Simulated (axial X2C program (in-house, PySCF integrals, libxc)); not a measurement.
# TiS: properties at the nuclei

Wanted for TiS: properties at the nuclei, at the two-component level.

Program: an in-house X2C program for linear molecules on PySCF integrals. Level of theory: two-component X2C with atomic mean-field terms, Ti dyall-cv3z, S dyall-av3z. These are calculated values, not measurements.

### 1 Set-up

The input, task.json:

```json
{"zs": [22, 16], "q": 0, "bas": ["dyall-cv3z", "dyall-av3z"], "r0": 2.11, "levels": ["PBE0", "HF", "LDA", "PBE", "BP86"], "nst": 3}
```

Keys: zs atomic numbers; q charge; bas basis sets; r0 starting distance in Å; levels methods (HF also brings MP2); nst determinants followed.

Started as:

```sh
python soeom.py task.json out
```

After this run come: Expectation values, lowest determinant; Expectation values, a higher determinant; Expectation values, a higher determinant.

Q: Predict the outcome of this session. Wanted: lowest determinant; Eeff magnitude; Ws magnitude Ti; A∥/gI Ti; qzz Ti; higher determinant (for each run or level that gives them).

**Answer**, as computed:

```
                                        quantity                                            value
                              lowest determinant  Ω = 1 (excess of +ω over −ω: ω = -1/2, ω = 3/2)
                    Eeff magnitude (GV/cm), PBE0                                            0.256
                     Ws magnitude Ti (kHz), PBE0                                            0.102
                            A∥/gI Ti (MHz), PBE0                                             -229
                             qzz Ti (a.u.), PBE0                                            -0.30
                              higher determinant   Ω = 3 (excess of +ω over −ω: ω = 1/2, ω = 5/2)
Eeff magnitude (GV/cm), PBE0, higher determinant                                            0.255
 Ws magnitude Ti (kHz), PBE0, higher determinant                                           0.0338
        A∥/gI Ti (MHz), PBE0, higher determinant                                              307
         qzz Ti (a.u.), PBE0, higher determinant                                            -0.30
                              higher determinant   Ω = 2 (excess of +ω over −ω: ω = 1/2, ω = 3/2)
Eeff magnitude (GV/cm), PBE0, higher determinant                                            0.331
 Ws magnitude Ti (kHz), PBE0, higher determinant                                            0.059
        A∥/gI Ti (MHz), PBE0, higher determinant                                              585
         qzz Ti (a.u.), PBE0, higher determinant                                            -0.32
```

In the first state, the effective field runs from 0.256 to 0.397 GV/cm over the mean-field levels. The expectation values come from single determinants, which for open shells can mix terms of unlike spin or miss the lowest Ω, so a determinant need not be a state. Eeff is the effective electric field on the electron dipole moment in this Ω state and Ws the scalar–pseudoscalar constant (defined with the proton number Z and per Ω); A∥ is the parallel hyperfine constant, which follows by multiplying with the nuclear g factor gI = μI/(I μN); qzz is the electric field gradient, eQq0 = 234.96 MHz × Q/barn × qzz; μ is positive if S is the positive end. The operators were transformed with the bare-nucleus X2C matrices. A second determinant lies within 0.1 eV of the first, so their order is not settled at this level.
